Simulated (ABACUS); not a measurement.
Runs of ABACUS 3.10.1 on Hf2Pd2Se2Br2O3. The structure is monoclinic, space group Cm (No. 8). Conventional cell: a = 15.354 Å, b = 3.419 Å, c = 13.208 Å, α = 90.00°, β = 107.63°, γ = 90.00°. Hf (site symmetry m) is surrounded by 3 O at 1.97 to 2.13 Å. Around Hf (site symmetry m) lie 3 O at 1.87 to 2.09 Å. Around Pd (site symmetry m) lie 2 O at 2.23 Å and 2 Se at 2.41 Å. Pd (site symmetry m) is surrounded by 4 Se at 2.42 to 2.60 Å. Around Se (site symmetry m) lie 2 Pd at 2.42 Å and 1 Hf at 2.76 Å. Se (site symmetry m) is surrounded by 4 Pd at 2.41 to 2.60 Å. Br (site symmetry m) has 3 Hf at 2.82 to 3.06 Å and 3 O at 3.21 to 3.22 Å as nearest neighbours. Br (site symmetry m) has 2 Hf at 2.73 Å as nearest neighbours. The cell was built by a generator and needn't be a form met in nature.

```csv
cell,gap on the mesh (eV),pressure (GPa),largest force (eV/Å)
as given,0.66,0.6,0.48
cell strained by +0.03 along c,0.70,-1.1,(a)
cell strained by -0.06 along c,(b),5.2,4.54
cell strained by -0.03 along c,0.60,2.6,2.04
cell strained by +0.06 along c,0.73,-2.4,2.33
```

Alike in all rows: task single point; level PBE; potentials or basis PseudoDojo NC SR 0.4.1 PBE standard, DZP LCAO (the cutoffs set its grid); no spin polarisation; k mesh 6 × 6 × 1; cutoff (eV) 1361; smearing fermi-dirac 0.05 eV; the mesh is coarse, so values aren't converged.

Question: Estimate the missing entries.

Answer: (a) 1.29; (b) 0.52.

Caveats: all runs use coarse meshes; the atomic orbitals were generated for these runs and aren't a published set; this set's palladium file may shift the pressure by some GPa; spin-orbit coupling is left out, which moves the levels of the heavy elements; an odd mesh through Γ misses points on the zone boundary, where band edges often lie; the basis of atomic orbitals isn't converged, which shifts pressures, moduli and gaps; forces of over 1 eV/Å show positions far from the minimum, so gaps and moduli don't describe the material at rest (some runs).

A k mesh can miss the band edges, and the runs leave out spin-orbit coupling on Br, Hf, Pd, Se.
